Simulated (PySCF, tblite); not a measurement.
# C11H6FN: excited states, part 2 of 2

tblite 0.8.0 and PySCF 2.14.0. Atoms count from 0. The steps go on from the part before.

### 7 Excited states: TDA wB97X-D/6-31G

What the job is given:

```
{"job": {"kind": "states", "xc": "wB97X-D", "basis": "6-31G", "tda": true, "soc": true, "nstates": 6, "ntriplets": 6, "nquad": 4, "scf": {"aux": "def2-universal-jfit", "max_cycle": 53}, "max_iter": 2}, "charge": 0, "multiplicity": 1}
N     -2.690824    -2.857333    -0.345675
C     -2.175823    -1.843430    -0.196971
C     -1.557318    -0.586971    -0.011314
C     -2.340420     0.522477     0.230160
C     -1.753239     1.776617     0.416619
C     -0.390973     1.891052     0.356257
F      0.171200     3.101533     0.536970
C      0.460536     0.790742     0.112263
C      1.863783     0.913590     0.050458
C      2.640336    -0.185721    -0.189806
C      2.050251    -1.444593    -0.376610
C      0.691062    -1.592404    -0.322156
C     -0.139232    -0.481475    -0.076831
H     -3.414319     0.422743     0.276241
H     -2.359545     2.648235     0.605664
H      2.306435     1.887743     0.195857
H      3.714541    -0.091234    -0.236758
H      2.678914    -2.301596    -0.565278
H      0.234832    -2.560723    -0.466553
```

With the program's defaults for keys left out, this is: TDA wB97X-D/6-31G excited states, vertical, gas phase, spin-orbit mean-field couplings.

The program printed:

```text
final grid: 178120 points
cycle   1  E = -576.8888886464  dE =  3.382e+00  |g| = 7.149e-01  |ddm| = 5.141e+00
cycle   2  E = -576.7932221002  dE =  9.567e-02  |g| = 1.051e+00  |ddm| = 2.325e+00
cycle   3  E = -577.0173298653  dE = -2.241e-01  |g| = 1.069e-01  |ddm| = 1.264e+00
cycle   4  E = -577.0189345150  dE = -1.605e-03  |g| = 7.766e-02  |ddm| = 2.007e-01
cycle   5  E = -577.0202615967  dE = -1.327e-03  |g| = 1.066e-02  |ddm| = 9.977e-02
cycle   6  E = -577.0202917457  dE = -3.015e-05  |g| = 3.517e-03  |ddm| = 1.932e-02
cycle   7  E = -577.0202964533  dE = -4.708e-06  |g| = 8.545e-04  |ddm| = 7.144e-03
cycle   8  E = -577.0202970494  dE = -5.961e-07  |g| = 4.315e-04  |ddm| = 2.277e-03
cycle   9  E = -577.0202971826  dE = -1.332e-07  |g| = 1.731e-04  |ddm| = 1.258e-03
cycle  10  E = -577.0202972019  dE = -1.928e-08  |g| = 4.801e-05  |ddm| = 4.096e-04
cycle  11  E = -577.0202972038  dE = -1.897e-09  |g| = 2.380e-05  |ddm| = 1.729e-04
cycle  12  E = -577.0202972041  dE = -2.519e-10  |g| = 7.738e-06  |ddm| = 4.713e-05
converged SCF energy = -577.0202972041

Singlet excitations
state   eV       nm        f     d(h-e)  d(exc)  Lambda  PR(NTO)  |dmu|/D   mu/D   main configurations
  1   4.7899   258.8   0.00262   0.106   3.247   0.600   2.039    0.214    3.098   H->L+1 0.49, H-1->L 0.48
  2   4.8934   253.4   0.23825   0.535   3.614   0.882   1.232    1.647    4.334   H->L 0.88
  3   6.2746   197.6   0.01025   0.107   3.891   0.791   1.939    0.397    3.088   H-2->L 0.60, H->L+2 0.37
  4   6.6225   187.2   0.22555   0.676   3.074   0.645   2.270    1.607    4.304   H-2->L+1 0.37, H-1->L+2 0.34, H-1->L 0.09
  5   6.7714   183.1   0.60231   0.573   3.323   0.718   2.164                     H->L+2 0.31, H-2->L 0.16, H->L+1 0.12
  6   6.8906   179.9   0.91615   0.479   3.437   0.679   2.121                     H-1->L 0.25, H->L+1 0.24, H->L+2 0.23

Triplet excitations (Tamm-Dancoff)
state   eV     d(h-e)  d(exc)  Lambda  PR(NTO)   main configurations
  1   3.0196   0.069   3.144   0.886   1.186   H->L 0.91
  2   4.3137   0.189   3.045   0.654   1.984   H-1->L 0.40, H->L+1 0.27, H-2->L 0.16
  3   4.4165   0.067   2.847   0.728   1.970   H-2->L 0.33, H->L+2 0.30, H-1->L 0.20
  4   4.6086   0.190   3.195   0.603   1.919   H->L+1 0.60, H-1->L 0.36
  5   4.9921   0.119   3.009   0.919   1.167   H-1->L+1 0.91
  6   5.5997   0.121   2.634   0.711   3.381   H-4->L 0.27, H-2->L+1 0.24, H-1->L+2 0.23
S1 - T1 = 1.7704 eV

Spin-orbit couplings |<S|Hso|T>| (cm-1)
             T1       T2       T3       T4       T5       T6
S0        0.009    0.027    0.010    0.003    0.018    0.022
S1        0.026    0.008    0.008    0.001    0.018    0.003
S2        0.004    0.016    0.016    0.031    0.003    0.001
S3        0.007    0.006    0.003    0.007    0.001    0.008
S4        0.017    0.014    0.016    0.004    0.007    0.012
S5        0.024    0.011    0.011    0.012    0.026    0.018
S6        0.040    0.019    0.024    0.002    0.032    0.024
T1 sublevels (cm-1): 0.000 0.000 0.000   radiative rates (1/s): 0.00021 3.17e-06 0.000454
```

Wall time 21 s (1 thread of Arm Neoverse V2, shared host); peak memory 0.86 GiB.

**What went wrong.** The run did not converge. Numbers from the part that failed are no properties of the molecule.

### 8 Excited states: wB97X-D/6-31+G* in carbondisulfide

Settings changed since step 7:

```diff
@@ -1,2 +1,2 @@
-{"job": {"kind": "states", "xc": "wB97X-D", "basis": "6-31G", "tda": true, "soc": true, "nstates": 6, "ntriplets": 6, "nquad": 4, "scf": {"aux": "def2-universal-jfit", "max_cycle": 53}, "max_iter": 2}, "charge": 0, "multiplicity": 1}
+{"job": {"kind": "states", "xc": "wB97X-D", "basis": "6-31+G*", "tda": true, "soc": true, "nstates": 6, "ntriplets": 6, "nquad": 4, "solvent": "carbondisulfide", "scf": {"aux": "def2-qzvpp-jkfit"}}, "charge": 0, "multiplicity": 1}
 N     -2.690824    -2.857333    -0.345675
```

Method: wB97X-D/6-31+G*.

The program printed:

```text
KeyError: 'carbondisulfide'
```

Run time: 0.02 s. Hardware: 1 thread of Arm Neoverse V2, shared host.

Why it failed: The input was refused with the message shown. The remedy is to check the setting that the message names.

### 9 Excited states: TDA wB97X-D/LANL2DZ

Settings changed since step 8:

```diff
@@ -1,2 +1,2 @@
-{"job": {"kind": "states", "xc": "wB97X-D", "basis": "6-31+G*", "tda": true, "soc": true, "nstates": 6, "ntriplets": 6, "nquad": 4, "solvent": "carbondisulfide", "scf": {"aux": "def2-qzvpp-jkfit"}}, "charge": 0, "multiplicity": 1}
+{"job": {"kind": "states", "xc": "wB97X-D", "basis": "LANL2DZ", "tda": true, "soc": true, "nstates": 4, "ntriplets": 6, "nquad": 4, "grid": 0, "scf": {"max_cycle": 73}}, "charge": 0, "multiplicity": 1}
 N     -2.690824    -2.857333    -0.345675
```

With the program's defaults for keys left out, this is: TDA wB97X-D/LANL2DZ excited states, vertical, gas phase, spin-orbit mean-field couplings.

The program printed:

```text
final grid: 17816 points
cycle   1  E = -576.9696463020  dE =  3.452e+00  |g| = 7.106e-01  |ddm| = 6.106e+00
cycle   2  E = -576.8692025684  dE =  1.004e-01  |g| = 1.051e+00  |ddm| = 1.886e+00
cycle   3  E = -577.1038946242  dE = -2.347e-01  |g| = 1.043e-01  |ddm| = 1.044e+00
cycle   4  E = -577.1055471787  dE = -1.653e-03  |g| = 7.427e-02  |ddm| = 2.101e-01
cycle   5  E = -577.1068257269  dE = -1.279e-03  |g| = 1.017e-02  |ddm| = 8.601e-02
cycle   6  E = -577.1068543062  dE = -2.858e-05  |g| = 3.516e-03  |ddm| = 1.699e-02
cycle   7  E = -577.1068591952  dE = -4.889e-06  |g| = 7.898e-04  |ddm| = 8.399e-03
cycle   8  E = -577.1068596606  dE = -4.654e-07  |g| = 4.642e-04  |ddm| = 2.458e-03
cycle   9  E = -577.1068597965  dE = -1.359e-07  |g| = 1.332e-04  |ddm| = 1.481e-03
cycle  10  E = -577.1068598108  dE = -1.428e-08  |g| = 5.741e-05  |ddm| = 4.406e-04
cycle  11  E = -577.1068598130  dE = -2.183e-09  |g| = 2.186e-05  |ddm| = 2.001e-04
cycle  12  E = -577.1068598132  dE = -2.474e-10  |g| = 6.899e-06  |ddm| = 5.747e-05
converged SCF energy = -577.1068598132

Singlet excitations
state   eV       nm        f     d(h-e)  d(exc)  Lambda  PR(NTO)  |dmu|/D   mu/D   main configurations
  1   4.7617   260.4   0.00245   0.111   3.279   0.600   2.043    0.227    2.942   H->L+1 0.49, H-1->L 0.48
  2   4.8530   255.5   0.23280   0.547   3.613   0.878   1.216    1.718    4.287   H->L 0.89
  3   6.2293   199.0   0.01162   0.117   3.915   0.787   1.961    0.442    2.940   H-2->L 0.59, H->L+2 0.38
  4   6.4786   191.4   0.46445   0.284   3.166   0.721   2.241    0.899    3.773   H->L+2 0.38, H-2->L 0.26, H-1->L 0.11

Triplet excitations (Tamm-Dancoff)
state   eV     d(h-e)  d(exc)  Lambda  PR(NTO)   main configurations
  1   3.0109   0.077   3.177   0.880   1.188   H->L 0.91
  2   4.2929   0.170   3.094   0.649   1.981   H-1->L 0.41, H->L+1 0.27, H-2->L 0.15
  3   4.3950   0.063   2.878   0.726   1.976   H-2->L 0.33, H->L+2 0.32, H-1->L 0.19
  4   4.5970   0.221   3.240   0.603   1.906   H->L+1 0.61, H-1->L 0.35
  5   4.9693   0.137   3.061   0.908   1.165   H-1->L+1 0.91
  6   5.5720   0.101   2.661   0.673   3.388   H-2->L+1 0.22, H-1->L+2 0.22, H-3->L 0.18
S1 - T1 = 1.7508 eV

Spin-orbit couplings |<S|Hso|T>| (cm-1)
             T1       T2       T3       T4       T5       T6
S0        0.020    0.035    0.017    0.015    0.030    0.053
S1        0.028    0.008    0.009    0.001    0.021    0.004
S2        0.003    0.014    0.017    0.031    0.003    0.004
S3        0.012    0.009    0.003    0.008    0.001    0.005
S4        0.031    0.010    0.011    0.011    0.014    0.030
T1 sublevels (cm-1): 0.000 0.000 0.000   radiative rates (1/s): 3.88e-05 9.4e-06 0.000135
```

It took 23 s on 1 thread of Arm Neoverse V2, shared host; peak memory 0.8 GiB.

A normal end doesn't make this result sound: grid level 0 is too coarse.

### 10 Summary of results

This closing draws on all 2 parts.

| quantity | value |
| --- | --- |
| strongest single infrared mode (GFN2-xTB) | 2369 cm⁻¹, 234 km/mol |
| zero-point energy (GFN2-xTB) | 83.7 kcal/mol |
| S1 less T1 (step 4, TDA wB97X-D/def2-SVP) | 1.73 eV |
| S1 less T1 (step 6, TDA B97-2/def2-SVP in tetrahydrofuran) | 1.42 eV |
| runs | 2 failed, 2 ended on unsound input |

In words: No mode is imaginary among the 51: a minimum at this level. The strongest single mode, at 2369 cm⁻¹, moves mainly C1 and N0. Unscaled tight-binding wavenumbers are off by several per cent, some by more. Its intensities can rank the bands wrongly. In step 4, the number of triplets below S1 is 4, and the largest singlet-triplet spin-orbit coupling is S6–T5, 0.08 cm⁻¹. In step 6, the number of triplets below S1 is 4, and the largest singlet-triplet spin-orbit coupling is S0–T6, 0.09 cm⁻¹.
